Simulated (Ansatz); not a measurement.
# Ti2CS: the cost of one run

Method: DFT PBEsol, scalar-relativistic, plane waves, PAW, in Ansatz 0.2.0.

1 further run of the same task is left out (set aside as unsound or not needed).

## Step 1: Starting point

It takes space group P6_3/mmc (No. 194, hexagonal). Conventional cell: a = 3.203 Å, b = 3.203 Å, c = 11.260 Å, α = 90.00°, β = 90.00°, γ = 120.00°. Ti (site symmetry 3m) is surrounded by 3 C at 2.16 Å and 3 S at 2.51 Å. C (site symmetry -3m) has 6 Ti at 2.16 Å as nearest neighbours. S (site symmetry -6m2) has 6 Ti at 2.51 Å as nearest neighbours.

As a file:

```cif
data_structure
_symmetry_space_group_name_H-M 'P 1'
_symmetry_Int_Tables_number 1
_cell_length_a 3.2031
_cell_length_b 3.2031
_cell_length_c 11.2603
_cell_angle_alpha 90.000
_cell_angle_beta 90.000
_cell_angle_gamma 120.000
_cell_volume 100.05
loop_
_atom_site_label
_atom_site_type_symbol
_atom_site_fract_x
_atom_site_fract_y
_atom_site_fract_z
_atom_site_occupancy
Ti1 Ti 0.33333 0.66667 0.09912 1
Ti2 Ti 0.66667 0.33333 0.59912 1
Ti3 Ti 0.33333 0.66667 0.40088 1
Ti4 Ti 0.66667 0.33333 0.90088 1
C1 C 0.00000 0.00000 0.00000 1
C2 C 0.00000 0.00000 0.50000 1
S1 S 0.66667 0.33333 0.25000 1
S2 S 0.33333 0.66667 0.75000 1
```

It is the result of an earlier relaxation at this level (volume 12.51 Å³/atom; gap on the mesh: none (metal)).

## Step 2: Relaxing with PBEsol

Input file input.yaml:

```yaml
crystal:
  lattice:
    - [3.203083721, 0.0, 0.0]
    - [-1.6015418605, 2.7739518728, 0.0]
    - [0.0, 0.0, 11.2603303273]
  atoms:
    - { symbol: Ti, position: [0.3333333333, 0.6666666667, 0.0991163576] }
    - { symbol: Ti, position: [0.6666666667, 0.3333333333, 0.5991163576] }
    - { symbol: Ti, position: [0.3333333333, 0.6666666667, 0.4008836424] }
    - { symbol: Ti, position: [0.6666666667, 0.3333333333, 0.9008836424] }
    - { symbol: C, position: [0.0, 0.0, 0.0] }
    - { symbol: C, position: [0.0, 0.0, 0.5] }
    - { symbol: S, position: [0.6666666667, 0.3333333333, 0.25] }
    - { symbol: S, position: [0.3333333333, 0.6666666667, 0.75] }
basis:
  ecutwfc: 420
kpoints:
  mp_grid: { grid: [12, 12, 4] }
hamiltonian:
  xc: pbesol
scf:
  occupations: { method: gaussian, width: 0.1 }
output:
  forces: true
  stress: true
  eigenvalues: true
  write_density: true
  write_potential: true
  elf: true
  volumetric_format: npy
relax:
  adjacent_minimum: "off"
  f_tol: 0.005
  max_steps: 50
  cell: { stress_tol: 0.05 }
```

Command:

```
ansatz run input.yaml --threads 2 --pin off --max-ram 5120MiB --backend cpu --events-out ev --progress --plain --runs-dir out
```

Q: Estimate wall time and peak memory on 2 threads of Intel Xeon Platinum 8488C (Sapphire Rapids), shared host.

About 45 s, with a peak of 0.59 GiB.
